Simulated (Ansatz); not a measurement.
# CoO: the cost of one run

Program: Ansatz 0.2.0. Level of theory: DFT LDA+U (U_eff = 2 eV on Co d), plane waves, PAW. These are calculated values, not measurements.

## Step 1: Starting point

The structure is hexagonal, space group P-6m2 (No. 187). Conventional cell: a = 2.856 Å, b = 2.856 Å, c = 2.788 Å, α = 90.00°, β = 90.00°, γ = 120.00°. Around Co (site symmetry -6m2) lie 6 O at 2.16 Å. O (site symmetry -6m2) is surrounded by 6 Co at 2.16 Å.

Coordinates:

```cif
data_structure
_symmetry_space_group_name_H-M 'P-6m2'
_symmetry_Int_Tables_number 187
_cell_length_a 2.8563
_cell_length_b 2.8563
_cell_length_c 2.7876
_cell_angle_alpha 90.000
_cell_angle_beta 90.000
_cell_angle_gamma 120.000
_cell_volume 19.70
loop_
_atom_site_label
_atom_site_type_symbol
_atom_site_symmetry_multiplicity
_atom_site_Wyckoff_symbol
_atom_site_fract_x
_atom_site_fract_y
_atom_site_fract_z
_atom_site_occupancy
Co1 Co 1 a 0.00000 0.00000 0.00000 1
O1 O 1 f 0.66667 0.33333 0.50000 1
```

## Step 2: Ferromagnetic start, free, symmetry kept, no search

input.yaml reads:

```yaml
crystal:
  lattice:
    - [2.85629923, 0.0, 0.0]
    - [-1.42814961, 2.47362769, 0.0]
    - [0.0, 0.0, 2.78760653]
  atoms:
    - { symbol: Co, position: [0.0, 0.0, 0.0], spin: 3.0 }
    - { symbol: O, position: [0.6666666667, 0.3333333333, 0.5] }
basis:
  ecutwfc: 420
  ecutrho_ratio: 4
kpoints:
  mp_grid: { grid: [8, 8, 7] }
hamiltonian:
  xc: lda
  hubbard: { sites: [{ site: 0, l: d, u_eff: 2.0 }] }
scf:
  occupations: { method: gaussian, width: 0.05 }
  lower_state_search: "off"
  max_iter: 150
output:
  forces: true
  stress: true
  eigenvalues: true
  populations: true
  hubbard: { sites: [{ site: 0, l: d }] }
magnetization:
  spin_polarized: true
```

Run with:

```console
$ ansatz run input.yaml --threads 2 --pin off --max-ram 3072MiB --backend cpu --events-out ev --progress --plain --runs-dir out
```

Q: Estimate wall time and peak memory on 2 threads of Arm Neoverse N1, shared host.

About 5.9 s, with a peak of 0.3 GiB.
